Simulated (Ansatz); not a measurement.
# B3N2: what a guessed cell relaxes into

The task: take a trial cell of B3N2 to zero force and stress, then test the end with a random kick.

Computed with Ansatz 0.2.0 (DFT PBE, scalar-relativistic, plane waves, PAW, unless a step's input says otherwise).

## (1) Starting point

The structure is hexagonal, space group P-62m (No. 189). The conventional cell has a = 3.398 Å, b = 3.398 Å, c = 5.153 Å, α = 90.00°, β = 90.00°, γ = 120.00°. Around B (site symmetry m2m) lie 2 N at 1.69 Å and 2 B at 1.87 Å. Around N (site symmetry 3m) lie 3 B at 1.69 Å.

Structure file:

```xyz
5
Lattice="3.3975 0.0000 0.0000 -1.6988 2.9423 0.0000 0.0000 0.0000 5.1534" Properties=species:S:1:pos:R:3 pbc="T T T"
B     1.0768    0.0000    0.0000
B    -0.5384    0.9325    0.0000
B     1.1604    2.0098    0.0000
N     0.0000    0.0000    3.8460
N     0.0000    0.0000    1.3074
```

A structure generator made this guess: random cell by space group and Wyckoff sites (P-62m, No. 189). Its size is a rough estimate.

## (2) The guess as it stands, on a coarse mesh

File input.yaml:

```yaml
crystal:
  lattice:
    - [3.39751514, 0.0, 0.0]
    - [-1.69875757, 2.94233442, 0.0]
    - [0.0, 0.0, 5.15343092]
  atoms:
    - { symbol: B, position: [0.31693803, 0.0, 0.0] }
    - { symbol: B, position: [0.0, 0.31693803, 0.0] }
    - { symbol: B, position: [0.68306197, 0.68306197, 0.0] }
    - { symbol: "N", position: [0.0, 0.0, 0.7463036] }
    - { symbol: "N", position: [0.0, 0.0, 0.2536964] }
basis:
  ecutwfc: 420
kpoints:
  mp_grid: { grid: [6, 6, 4] }
hamiltonian:
  xc: pbe
scf:
  occupations: { method: gaussian, width: 0.1 }
  lower_state_search: "off"
output:
  forces: true
  stress: true
  eigenvalues: true
```

On the command line:

```console
$ ansatz run input.yaml --threads 1 --pin off --max-ram 2560MiB --backend cpu --events-out ev --progress --plain --runs-dir out
```

The session goes on with these runs: spin check on a coarse mesh; rough relaxation on the coarse mesh; final relaxation; relaxing again on a mesh for the new cell; reference for the kick test; kicked and relaxed without symmetry.

Q: Predict the outcome of this session. Wanted: conventional cell; volume; energy over the elements; gap on the mesh.

**Answer**, as computed:

| quantity | value |
| --- | --- |
| symmetry at the end (tolerance 0.05 Å) | space group P-62m (No. 189) |
| conventional cell | a = 3.447 Å, b = 3.447 Å, c = 4.288 Å, α = 90.00°, β = 90.00°, γ = 120.00° |
| volume | 8.83 Å³/atom |
| energy over the elements (uncorrected; H, N, O, F and Cl as molecules) | +0.59 eV/atom |
| gap on the mesh | none (metal) |

In words: The space group P-62m (No. 189) is kept, and the volume per atom shrinks by 14.3 % from the first guess. The formation energy is positive, so the separate elements lie lower. The kicked cell came back to the same energy, so the end is stable against the distortions that fit this cell and this draw; modes that don't fit the cell aren't tested. Some metallic runs here have no spin polarisation while others do; where cell and settings agree, the difference is what magnetism gains. Other magnetic orders were not searched.
